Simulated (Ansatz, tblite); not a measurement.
# The cluster Ga₃Cl₆+: competing shapes

The task here is to estimate one member of a computed series from the others.

The runs use Ansatz 0.2.0, Gaussian basis; relaxed with PBE-D4/def2-SVP, singlet.

2 further runs of the same task are left out: 1 that didn't finish, 1 set aside as unsound or not needed. Runs told in other sessions of the task aren't counted.

## The system as given

9 atoms, charge 1, spin multiplicity 1.

Atoms are counted from 1 here; the program's logs count them from 0.

Bond lengths: Ga1–Cl5 2.084 Å, Ga1–Cl7 2.292 Å, Ga1–Cl8 2.226 Å, Ga1–Cl9 2.289 Å, Ga2–Ga3 2.472 Å, Ga2–Cl4 2.111 Å, Ga2–Cl7 2.372 Å, Ga2–Cl9 2.383 Å, Ga3–Cl6 2.142 Å, Ga3–Cl8 2.567 Å. Angles: Cl5–Ga1–Cl7 117.4°, Cl5–Ga1–Cl8 119.4°, Cl5–Ga1–Cl9 118.6°, Cl7–Ga1–Cl8 103.0°, Cl7–Ga1–Cl9 91.3°, Cl8–Ga1–Cl9 102.5°, Ga3–Ga2–Cl4 134.5°, Ga3–Ga2–Cl7 100.3°, Ga3–Ga2–Cl9 99.3°, Cl4–Ga2–Cl7 112.4°, Cl4–Ga2–Cl9 112.8°, Cl7–Ga2–Cl9 87.1°, Ga2–Ga3–Cl6 164.6°, Ga2–Ga3–Cl8 92.7°, Cl6–Ga3–Cl8 102.7°, Ga1–Cl7–Ga2 82.6°, Ga1–Cl8–Ga3 99.9°, Ga1–Cl9–Ga2 82.4°.

Geometry (Å):

```xyz
9
Cl6Ga3
Ga    0.5270    1.5212    0.7435
Ga    0.3747   -0.7530   -1.3249
Ga   -1.2707   -1.6524    0.2859
Cl    1.1395   -1.4095   -3.1792
Cl    1.2257    3.3171    1.5363
Cl   -2.7650   -2.8284    1.2727
Cl    2.0868   -0.0542    0.1611
Cl   -0.9783    0.3387    1.8796
Cl   -0.3397    1.5203   -1.3753
```

The ion is computed in the gas phase, without counter-ions or solvent.

A search from random starts with GFN1-xTB found 13 distinct shapes; 2 go on here. The structure above is candidate A, which lies 0.00 eV above the lowest at that level; B lies 0.36 eV above the lowest at that level.

The first run:

in.yaml

```yaml
crystal:
  periodic: [false, false, false]
  atoms:
    - {symbol: Ga, position_ang: [0.527000, 1.521250, 0.743540]}
    - {symbol: Ga, position_ang: [0.374740, -0.752960, -1.324850]}
    - {symbol: Ga, position_ang: [-1.270690, -1.652360, 0.285950]}
    - {symbol: Cl, position_ang: [1.139450, -1.409530, -3.179240]}
    - {symbol: Cl, position_ang: [1.225710, 3.317130, 1.536340]}
    - {symbol: Cl, position_ang: [-2.765040, -2.828370, 1.272740]}
    - {symbol: Cl, position_ang: [2.086810, -0.054230, 0.161140]}
    - {symbol: Cl, position_ang: [-0.978320, 0.338730, 1.879640]}
    - {symbol: Cl, position_ang: [-0.339670, 1.520330, -1.375260]}
basis:
  gaussian: {orbitals: def2-SVP}
total_charge: 1
hamiltonian: {xc: pbe, dispersion: d4}
scf: {lower_state_search: "off"}
output: {orbitals: {seedname: orbitals}}
relax: {f_tol: 0.03, max_steps: 70}
```

Command:

```sh
ansatz run in.yaml --threads 4 --pin off --events-out ev --progress --plain --max-ram 6963MiB
```

Among the steps run: Relaxing candidate A; Relaxing candidate B; Candidate B, PBE0-D4/def2-TZVP; Candidate B, PBE-D4/def2-TZVP; Candidate B, r2SCAN-D4/def2-TZVP.

One of the session's tables, all rows but one given; the rest of the session is left out.

It belongs to the step «B against A». 

| level | B above A (kcal/mol) |
| --- | --- |
| GFN1-xTB | +5.8 |
| GFN2-xTB | +9.8 |
| PBE-D4/def2-TZVP | +14.0 |
| r2SCAN-D4/def2-TZVP | +14.9 |
| PBE0-D4/def2-TZVP | ? |

Q: Estimate the row for PBE0-D4/def2-TZVP from the others.

As computed: B above A (kcal/mol): +14.7. In the column «B above A (kcal/mol)» it lies between PBE-D4/def2-TZVP (+14.0) and r2SCAN-D4/def2-TZVP (+14.9).

Caveats from the session: A random search of this size may have missed the true lowest shape. Only singlets are compared; another spin may lie lower and prefer another shape.
